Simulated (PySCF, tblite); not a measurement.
**CH4F2OSi, a small molecule taken as a stand-in for a surface group: NMR shifts, core binding energies and electronic excitations**

Aim: the NMR shifts, core binding energies and electronic excitations of `C[Si](O)(F)F`.

Programs: tblite 0.8.0 and PySCF 2.14.0. All values are calculated, for the isolated system unless a continuum is named. Atoms count from 0, parts from 1.

## 1. The system as given

9 atoms, charge 0, multiplicity 1; geometry: distance geometry start.

## 2. Relaxing the cluster with GFN2-xTB

Job settings and geometry (Å):

```
{"job": {"kind": "relax", "xc": "GFN2-xTB", "basis": "xTB"}, "charge": 0, "multiplicity": 1}
Si    -1.172821     0.769598    -0.439613
C     -2.383558    -0.265181     0.504566
F      0.216069     0.993696     0.500269
F     -1.869820     2.270403    -0.779435
O     -0.759023    -0.045631    -1.959395
H     -2.749903     0.277367     1.311680
H     -3.161574    -0.534312    -0.140845
H     -1.886027    -1.110351     0.834290
H     -0.985556    -0.946460    -2.195856
```

With the program's defaults for keys left out, this is: GFN2-xTB geometry optimisation, gas phase.

The run is started by

```sh
OMP_NUM_THREADS=1 python cluster_run.py task.json out
```

One launch serves the whole session: the jobs run in the order shown.

**Question.** The jobs that follow are: PBE0-D3(BJ)/def2-SVP geometry optimisation, gas phase; GIAO PBE0/pcSseg-2 NMR shielding, non-relativistic, gas phase; delta-SCF UKS SCAN, pcX-2 on the ionised atom, pcseg-1 elsewhere, spin-free X2C; TDDFT CAM-B3LYP/def2-SVPD, vertical, gas phase, core orbitals frozen in the response. Predict: point group; rotational constants (main isotopes); $^{13}$C shifts against TMS (PBE0/pcSseg-2); $^{1}$H shifts against TMS (PBE0/pcSseg-2, means over atoms taken as alike); $^{29}$Si shifts against TMS (PBE0/pcSseg-2); $^{19}$F shifts against CFCl3 (PBE0/pcSseg-2, means over atoms taken as alike); $^{17}$O shifts against H2O (PBE0/pcSseg-2); surface potential, 1st and 99th percentile; Si2p binding energies, SCAN/pcX-2; C1s binding energies, SCAN/pcX-2; F1s binding energies, SCAN/pcX-2; O1s binding energies, SCAN/pcX-2; lowest singlet (CAM-B3LYP/def2-SVPD); brightest single state of those computed; lowest triplet; vertical ionisation energy (ΔSCF).

The runs gave:

| quantity | value |
| --- | --- |
| point group | Cs |
| rotational constants (main isotopes) | 3.90, 3.63, 3.56 GHz |
| $^{13}$C shifts against TMS (PBE0/pcSseg-2) | -9.4 ppm |
| $^{1}$H shifts against TMS (PBE0/pcSseg-2, means over atoms taken as alike) | 2.14, 0.36, 0.26 ppm |
| $^{29}$Si shifts against TMS (PBE0/pcSseg-2) | -39.2 ppm |
| $^{19}$F shifts against CFCl3 (PBE0/pcSseg-2, means over atoms taken as alike) | -136.2 ppm |
| $^{17}$O shifts against H2O (PBE0/pcSseg-2) | 55.5 ppm |
| surface potential, 1st and 99th percentile | -0.96 V and 2.61 V |
| Si2p binding energies, SCAN/pcX-2 | Si0 109.45 eV |
| C1s binding energies, SCAN/pcX-2 | C1 291.11 eV |
| F1s binding energies, SCAN/pcX-2 | F2 692.74 eV |
| O1s binding energies, SCAN/pcX-2 | O4 539.46 eV |
| lowest singlet (CAM-B3LYP/def2-SVPD) | 8.64 eV (144 nm), f = 0.030 |
| brightest single state of those computed | state 3, 9.56 eV, f = 0.119 |
| lowest triplet | 8.21 eV |
| vertical ionisation energy (ΔSCF) | 12.78 eV |

In words: The optimisation took 5 steps and gained 0.172 eV; among the close pairs (by a distance rule), Si0–F2 changed most, from 1.567 to 1.616 Å (PBE0/def2-SVP). At PBE0/pcSseg-2: Shielding is most anisotropic at F2, F3 (span 128 ppm, paramagnetic term -156 ppm). The lowest singlet, at 8.64 eV, is HOMO→LUMO 0.68, HOMO−1→LUMO 0.15 and is weak; of the 6 states computed, the strongest absorption comes from state 3 at 9.56 eV. The lowest triplet lies 0.43 eV below the lowest singlet (triplets in Tamm-Dancoff, singlets in full TDDFT). ΔSCF puts the ionisation energy at 12.78 eV, 1.08 eV above −ε(HOMO).
